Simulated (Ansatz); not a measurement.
Crystal: NaLaMnMoO6.

```
CELL_PARAMETERS angstrom
4.72242 -2.73688 0.00204
4.72242 2.73688 0.00204
-3.17796 0.00000 4.47000
ATOMIC_POSITIONS crystal
Na 0.25021 0.25021 0.74459
La 0.75117 0.75117 0.25707
Mn 0.49918 0.49918 0.49917
Mo 0.00110 0.00110 0.00114
O 0.28503 0.78106 0.28520
O 0.78106 0.28503 0.28520
O 0.25187 0.25187 0.18775
O 0.74777 0.74777 0.81124
O 0.21883 0.71407 0.71525
O 0.71407 0.21883 0.71525
```

The cell was built by a generator and needn't be a form met in nature.

Base run:

| Property | Result |
| --- | --- |
| Program | Ansatz 0.2.0 |
| Functional | PBE |
| Potentials or basis | Ansatz PAW |
| Cutoff | 420 eV (not typed: the program's choice for these potentials) |
| k mesh | 6 × 6 × 6 |
| Occupations | fermi-dirac, width 0.05 eV |
| Spin | collinear spin, ferromagnetic start |
| Starting moments | [0.0, 0.0, 4.0, 1.0, 0.0, 0.0, 0.0, 0.0, 0.0, 0.0] μB |
| Hubbard terms | La f U = 6 eV, Mn d U = 6 eV, Mo d U = 6 eV |

Its results: band gap on the k mesh none (metal or under the smearing width); pressure 11.1 GPa; net moment 5.00 μB per cell; site moments Na +0.00; La +0.01; Mn +3.42; Mo +0.65; O +0.00, -0.05, -0.00 μB; largest force 2.057 eV/Å.

Task: The run is repeated on the same cell with these changes: hubbard terms from La f U = 6 eV, Mn d U = 6 eV, Mo d U = 6 eV to La f U = 4 eV, Mn d U = 4 eV, Mo d U = 4 eV. What comes out?

Result: Band gap on the k mesh none (metal or under the smearing width); pressure 9.6 GPa; net moment 5.00 μB per cell; site moments Na +0.00; La +0.01; Mn +3.35; Mo +0.64; O +0.01, -0.02 μB; largest force 1.732 eV/Å.

Caveats: the magnetic or orbital state may not be the lowest; a cell with one magnetic atom can't hold antiferromagnetic order, which such compounds often take; forces of over 1 eV/Å show positions far from the minimum, so gaps and moduli don't describe the material at rest; the density of states is complete only up to the lowest level of the last band computed.
